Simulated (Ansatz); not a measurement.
# C₂H₆B₂O: geometry optimisation

The task: find the minimum of C₂H₆B₂O nearest to the start.

The runs use Ansatz 0.2.0; RKS r2SCAN-D4/def2-SVP.

## 1. Where the work starts

SMILES `BC1CB1O`, 11 atoms, charge 0, spin multiplicity 1.

Atoms are counted from 1 here; the program's logs count them from 0.

Bond lengths: B1–C2 1.469 Å, B1–B4 1.776 Å, B1–H6 1.324 Å, B1–H7 1.206 Å, C2–C3 1.524 Å, C2–B4 1.721 Å, C2–H8 1.103 Å, C3–B4 1.567 Å, C3–H9 1.104 Å, C3–H10 1.106 Å, B4–O5 1.380 Å, B4–H6 1.433 Å, O5–H11 0.973 Å. Angles: C2–B1–B4 63.2°, C2–B1–H6 105.9°, C2–B1–H7 139.6°, B4–B1–H6 52.6°, B4–B1–H7 141.8°, H6–B1–H7 114.1°, B1–C2–C3 112.4°, B1–C2–B4 67.1°, B1–C2–H8 124.0°, C3–C2–B4 57.4°, C3–C2–H8 121.2°, B4–C2–H8 132.3°, C2–C3–B4 67.7°, C2–C3–H9 115.9°, C2–C3–H10 115.9°, B4–C3–H9 121.4°, B4–C3–H10 117.1°, H9–C3–H10 112.0° and more.

As a file:

```
atom    x (Å)    y (Å)    z (Å)
  B1  -1.3335   0.5449   0.2936
  C2  -0.3800  -0.3327   0.9862
  C3   1.0668  -0.0192   0.6246
  B4   0.1128   0.0594  -0.6158
  O5   0.1100  -0.4603  -1.8946
  H6  -0.6095   1.2938  -0.5232
  H7  -2.5240   0.6935   0.1727
  H8  -0.6551  -1.2874   1.4650
  H9   1.4923   0.8907   1.0816
 H10   1.7705  -0.8709   0.6649
 H11   1.0150  -0.5686  -2.2344
```

## 2. Relaxation

The input, input.yaml:

```yaml
crystal:
  periodic: [false, false, false]
  atoms:
    - { symbol: B, position_ang: [-1.333465, 0.544918, 0.293578] }
    - { symbol: C, position_ang: [-0.379968, -0.332745, 0.986199] }
    - { symbol: C, position_ang: [1.066757, -0.01925, 0.624606] }
    - { symbol: B, position_ang: [0.11282, 0.059442, -0.615815] }
    - { symbol: O, position_ang: [0.110028, -0.460278, -1.894567] }
    - { symbol: H, position_ang: [-0.60947, 1.293755, -0.523204] }
    - { symbol: H, position_ang: [-2.524007, 0.693542, 0.172703] }
    - { symbol: H, position_ang: [-0.655144, -1.287415, 1.465005] }
    - { symbol: H, position_ang: [1.492339, 0.890663, 1.081599] }
    - { symbol: H, position_ang: [1.770472, -0.870913, 0.664946] }
    - { symbol: H, position_ang: [1.015039, -0.56862, -2.23445] }
basis:
  gaussian: { orbitals: def2-SVP }
hamiltonian:
  xc: r2scan
  dispersion: d4
output:
  forces: true
relax:
  f_tol: 0.003
  max_steps: 120
```

Started as:

```sh
$ ansatz run input.yaml --threads 1 --pin off --max-ram 2560MiB --backend cpu --events-out ev --progress --plain --runs-dir out
```

What it wrote, shortened:

```text
Warning: RAYON_NUM_THREADS=1 ignored (pool sized by the plan → 1); use --threads N
[...]
Functional definition: r2SCAN
[...]
1115 factors; their error is unknown
[...]
mean field -5564.07089713 eV, -204.4758340067 hartree, gradient 1.3e-5 eV, S^2 0.000000; 0 other end points of the search recorded, 0 dependent functions left out
[...]
reference -5564.07090704 eV, -204.4758343711 hartree; 18, 18 occupied and 82, 82 virtual orbitals, 1115 factors
relax step   1: F+E_penalty+E_count = -5564.11774666 eV  Δ(F+E_penalty+E_count) = +0.000e0 eV  max|allowed force component| = 4.118e-1 eV/Å  Δτ_max = 0.0000 Å  (28 SCF iters, accepted)
[...]
relax step   7: F+E_penalty+E_count = -5564.12750102 eV  Δ(F+E_penalty+E_count) = +1.184e-8 eV  max|allowed force component| = 7.881e-3 eV/Å  Δτ_max = 0.0018 Å  (24 SCF iters, rejected (line search))
[...]
relax step   8: F+E_penalty+E_count = -5564.12750763 eV  Δ(F+E_penalty+E_count) = -6.603e-6 eV  max|allowed force component| = 1.373e-3 eV/Å  Δτ_max = 0.0009 Å  (22 SCF iters, accepted)
1115 factors; their error is unknown
[...]
mean field -5564.08067401 eV, -204.4761933004 hartree, gradient 2.5e-5 eV, S^2 0.000000; 1 other end points of the search recorded, 0 dependent functions left out
[...]
reference -5564.08068388 eV, -204.4761936634 hartree; 18, 18 occupied and 82, 82 virtual orbitals, 1115 factors
Total energy: -5564.12751751 eV, -204.4779147673 hartree
Atom 0 at    -1.329478     0.544669     0.293245 Å, force     0.001373    -0.000394    -0.000159 eV/Å
Atom 1 at    -0.379671    -0.328682     0.981635 Å, force    -0.000753     0.000530    -0.000972 eV/Å
Atom 2 at     1.065107    -0.016564     0.620940 Å, force     0.001076    -0.000324     0.001014 eV/Å
Atom 3 at     0.114498     0.058036    -0.611379 Å, force    -0.000788     0.000629     0.000060 eV/Å
Atom 4 at     0.112577    -0.458678    -1.883762 Å, force    -0.000212    -0.000477    -0.000078 eV/Å
Atom 5 at    -0.608407     1.285316    -0.518445 Å, force    -0.000481    -0.000304     0.000504 eV/Å
Atom 6 at    -2.510913     0.688371     0.170207 Å, force    -0.000621     0.000136    -0.000032 eV/Å
Atom 7 at    -0.650527    -1.279714     1.454300 Å, force     0.000008     0.000027    -0.000305 eV/Å
Atom 8 at     1.486488     0.884738     1.081255 Å, force     0.000254    -0.000131    -0.000371 eV/Å
Atom 9 at     1.759893    -0.866195     0.662366 Å, force     0.000094     0.000200     0.000228 eV/Å
Atom 10 at     1.005834    -0.568199    -2.229761 Å, force     0.000050     0.000109     0.000110 eV/Å
Dipole moment:     0.383311    -0.042594    -0.065837 e Å
```

It took 22 s on 1 thread of Intel Xeon 6975P-C (Granite Rapids), shared host; peak memory 0.18 GiB.

Step by step:

```
step  energy from step 1 (eV)  largest force component (eV/Å)
   1                   0.0000                          0.4118
   2                  -0.0086                          0.1247
   3                  -0.0097                          0.0206
   4                  -0.0097                          0.0298
   5                  -0.0097                          0.0058
   6                  -0.0098                          0.0122
   7                  -0.0098                          0.0079
   8                  -0.0098                          0.0014
```

Close pairs (by a distance rule), those that changed most:

```
  bond  before (Å)  after (Å)  change (Å)
 B1–H7       1.206      1.196      -0.009
 B1–H6       1.324      1.314      -0.009
 C2–B4       1.721      1.712      -0.009
 C3–B4       1.567      1.558      -0.009
O5–H11       0.973      0.964      -0.009
 C3–H9       1.104      1.096      -0.007
C3–H10       1.106      1.098      -0.007
 B4–O5       1.380      1.373      -0.007
```

## 3. Results

```
             quantity      value
        energy gained  0.0098 eV
root mean square move    0.010 Å
        dipole moment     1.88 D
```

What this shows: Bond lengths: B1–C2 1.462 Å, B1–B4 1.772 Å, B1–H6 1.314 Å, B1–H7 1.196 Å, C2–C3 1.521 Å, C2–B4 1.712 Å, C2–H8 1.096 Å, C3–B4 1.558 Å, C3–H9 1.096 Å, C3–H10 1.098 Å, B4–O5 1.373 Å, B4–H6 1.427 Å, O5–H11 0.964 Å. Angles: C2–B1–B4 63.1°, C2–B1–H6 105.7°, C2–B1–H7 139.6°, B4–B1–H6 52.6°, B4–B1–H7 141.7°, H6–B1–H7 114.2°, B1–C2–C3 112.5°, B1–C2–B4 67.3°, B1–C2–H8 124.1°, C3–C2–B4 57.2°, C3–C2–H8 121.0°, B4–C2–H8 132.0°, C2–C3–B4 67.5°, C2–C3–H9 115.7°, C2–C3–H10 115.7°, B4–C3–H9 121.8°, B4–C3–H10 116.9°, H9–C3–H10 112.1° and more. No frequencies were computed here.
